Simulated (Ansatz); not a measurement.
**CH10N2Si2: one species, many methods**

Aim: compute CH10N2Si2 with functionals from several rungs and with coupled cluster, and see how far each lands from CCSD(T) at the basis-set limit for the atomisation energy.

Computed with Ansatz 0.2.0, Gaussian basis. Level: functionals in def2-TZVPP, the program's frozen cores in correlated methods.

Plan: PBE-D4, r2SCAN-D4, PBE0-D4, B3LYP-D4, ωB97X-V, ωB97M-V, B2PLYP; CCSD(T)/def2-TZVPP; MP2/def2-QZVPP; extrapolation to the limit.

## (1) The geometry

All runs share one geometry, relaxed beforehand with PBE0-D4 in a triple-zeta def2 set.

SMILES `N[SiH2]C[SiH2]N`, 15 atoms, charge 0, spin multiplicity 1.

Atoms are counted from 1 here; the program's logs count them from 0.

Bond lengths: N1–Si2 1.718 Å, N1–H6 1.009 Å, N1–H7 1.006 Å, Si2–C3 1.870 Å, Si2–H8 1.497 Å, Si2–H9 1.490 Å, C3–Si4 1.866 Å, C3–H10 1.095 Å, C3–H11 1.095 Å, Si4–N5 1.735 Å, Si4–H12 1.486 Å, Si4–H13 1.496 Å, N5–H14 1.009 Å, N5–H15 1.010 Å. Angles: Si2–N1–H6 117.5°, Si2–N1–H7 119.8°, H6–N1–H7 111.9°, N1–Si2–C3 110.5°, N1–Si2–H8 114.8°, N1–Si2–H9 106.2°, C3–Si2–H8 106.7°, C3–Si2–H9 111.5°, H8–Si2–H9 107.1°, Si2–C3–Si4 112.9°, Si2–C3–H10 109.0°, Si2–C3–H11 109.5°, Si4–C3–H10 109.9°, Si4–C3–H11 108.2°, H10–C3–H11 107.2°, C3–Si4–N5 108.4°, C3–Si4–H12 111.8°, C3–Si4–H13 109.6° and more.

As a file:

```
N    -1.65186    0.22085    1.16890
Si   -0.79839    1.33700    0.18050
C    -0.03115    0.46292   -1.28415
Si    0.82054   -1.12946   -0.81375
N     1.37321   -0.99216    0.82520
H    -1.10930   -0.46422    1.67319
H    -2.45112    0.52911    1.69701
H     0.30894    2.06965    0.87235
H    -1.79456    2.35593   -0.25336
H     0.68210    1.13828   -1.76864
H    -0.80870    0.23050   -2.01910
H    -0.11886   -2.28134   -0.82704
H     1.90301   -1.43059   -1.80073
H     1.69972   -1.82820    1.28627
H     1.97644   -0.21826    1.06334
```

## (2) PBE-D4 (GGA)

in.yaml reads:

```yaml
crystal:
  periodic: [false, false, false]
  atoms:
    - {symbol: N, position_ang: [-1.651857, 0.220846, 1.168895]}
    - {symbol: Si, position_ang: [-0.798388, 1.336999, 0.180501]}
    - {symbol: C, position_ang: [-0.031150, 0.462924, -1.284146]}
    - {symbol: Si, position_ang: [0.820539, -1.129464, -0.813754]}
    - {symbol: N, position_ang: [1.373214, -0.992163, 0.825199]}
    - {symbol: H, position_ang: [-1.109299, -0.464219, 1.673193]}
    - {symbol: H, position_ang: [-2.451120, 0.529109, 1.697007]}
    - {symbol: H, position_ang: [0.308938, 2.069650, 0.872353]}
    - {symbol: H, position_ang: [-1.794565, 2.355925, -0.253361]}
    - {symbol: H, position_ang: [0.682097, 1.138277, -1.768636]}
    - {symbol: H, position_ang: [-0.808701, 0.230505, -2.019099]}
    - {symbol: H, position_ang: [-0.118864, -2.281342, -0.827041]}
    - {symbol: H, position_ang: [1.903009, -1.430594, -1.800727]}
    - {symbol: H, position_ang: [1.699722, -1.828196, 1.286266]}
    - {symbol: H, position_ang: [1.976444, -0.218257, 1.063341]}
basis:
  gaussian: {orbitals: def2-TZVPP}
hamiltonian: {xc: pbe, dispersion: d4}
output: {forces: true, orbitals: {seedname: orbitals}}
```

Run with:

```
> ansatz run in.yaml --threads 2 --pin off --events-out ev --progress --plain --max-ram 22528MiB --backend cuda --devices 0, --max-vram 18GiB
```

The runs that follow: r2SCAN-D4 (meta-GGA); PBE0-D4 (hybrid); B3LYP-D4 (hybrid); ωB97X-V (range-separated); ωB97M-V (range-separated); B2PLYP (double hybrid); CCSD(T) in def2-TZVPP; MP2 in def2-QZVPP.

Q: Predict the results of all the runs planned. Wanted: atomisation energy, CCSD(T)/CBS; farthest; mean size of error, hybrid; mean size of error, range-separated; gap, smallest and largest; T1 diagnostic; triples share of the correlation energy.

The runs gave:

| quantity | value |
| --- | --- |
| atomisation energy, CCSD(T)/CBS | 5159.7 kJ/mol |
| functionals within 25.8 kJ/mol (0.5 %) | PBE-D4, B3LYP-D4, ωB97M-V |
| farthest | B2PLYP (-68.5 kJ/mol) |
| mean size of error, hybrid | 23.1 kJ/mol |
| mean size of error, range-separated | 21.8 kJ/mol |
| gap, smallest and largest | 5.25 eV (PBE-D4), 11.82 eV (ωB97X-V) |
| T1 diagnostic | 0.0102 |
| triples share of the correlation energy | 3.6 % |

What this shows: PBE-D4 misses by +17.8 kJ/mol. Double hybrids carry the basis error of their MP2 part in triple zeta, and no dispersion term here, so their miss is partly the set-up's. The reference freezes the cores and leaves out relativity and excitations past (T), so misses under about 25.8 kJ/mol can't be ranked. Hartree-Fock recovers 72 % of the binding; the rest is correlation. Orbital gaps span 5.2 to 11.8 eV; exact exchange widens them.
